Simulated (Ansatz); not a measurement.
# CH5OSSi radical: how energies converge with the basis set

Aim: see how fast density functionals converge with the basis set for CH5OSSi radical.

Method: one geometry, several basis sets; program: Ansatz 0.2.0, Gaussian basis.

Plan: PBE0-D4/def2-SVP; ωB97M-V/def2-SVP; PBE0-D4/def2-QZVPP; ωB97M-V/def2-QZVPP; the functionals' def2-TZVPP values are taken from earlier runs.

## Step 1: The relaxed structure

All runs share one geometry, relaxed beforehand with PBE0-D4 in a triple-zeta def2 set.

SMILES `CO[SiH2][S]`, 9 atoms, charge 0, spin multiplicity 2.

Atoms are counted from 1 here; the program's logs count them from 0.

Bond lengths: C1–O2 1.411 Å, C1–H5 1.091 Å, C1–H6 1.095 Å, C1–H7 1.096 Å, O2–Si3 1.633 Å, Si3–S4 2.116 Å, Si3–H8 1.479 Å, Si3–H9 1.492 Å. Angles: O2–C1–H5 108.1°, O2–C1–H6 111.2°, O2–C1–H7 111.3°, H5–C1–H6 108.9°, H5–C1–H7 108.6°, H6–C1–H7 108.8°, C1–O2–Si3 123.8°, O2–Si3–S4 115.5°, O2–Si3–H8 105.3°, O2–Si3–H9 111.4°, S4–Si3–H8 110.1°, S4–Si3–H9 102.2°, H8–Si3–H9 112.6°.

## Step 2: PBE0-D4 in def2-SVP

Input file in.yaml:

```yaml
crystal:
  periodic: [false, false, false]
  atoms:
    - {symbol: C, position_ang: [-0.871218, 0.978900, 0.439865]}
    - {symbol: O, position_ang: [0.373685, 0.725124, -0.174851]}
    - {symbol: Si, position_ang: [0.914812, -0.769912, -0.548545]}
    - {symbol: S, position_ang: [1.055141, -2.119085, 1.075629]}
    - {symbol: H, position_ang: [-0.965242, 2.056244, 0.580530]}
    - {symbol: H, position_ang: [-0.937769, 0.487623, 1.415746]}
    - {symbol: H, position_ang: [-1.701731, 0.633492, -0.185939]}
    - {symbol: H, position_ang: [2.248186, -0.563003, -1.154499]}
    - {symbol: H, position_ang: [-0.027362, -1.475685, -1.465239]}
basis:
  gaussian: {orbitals: def2-SVP}
magnetization: {spin_polarized: true, initial_magnetization: 1}
hamiltonian: {xc: pbe0, dispersion: d4}
output: {orbitals: {seedname: orbitals}}
```

Launch:

```bash
ansatz run in.yaml --threads 4 --pin off --events-out ev --progress --plain --max-ram 10444MiB
```

The runs that follow: ωB97M-V in def2-SVP; PBE0-D4 in def2-QZVPP; ωB97M-V in def2-QZVPP.

Q: Predict the results of all the runs planned. Wanted: PBE0-D4: double and triple zeta above quadruple; ωB97M-V: double and triple zeta above quadruple.

As calculated:

```
                                       quantity           value
PBE0-D4: double and triple zeta above quadruple  11.18, 0.79 eV
ωB97M-V: double and triple zeta above quadruple  11.24, 0.74 eV
```

PBE0-D4 gains 10.39 eV from double to triple zeta, then 0.79 eV more. Total energies overstate the basis error of differences, where much of it tends to cancel.
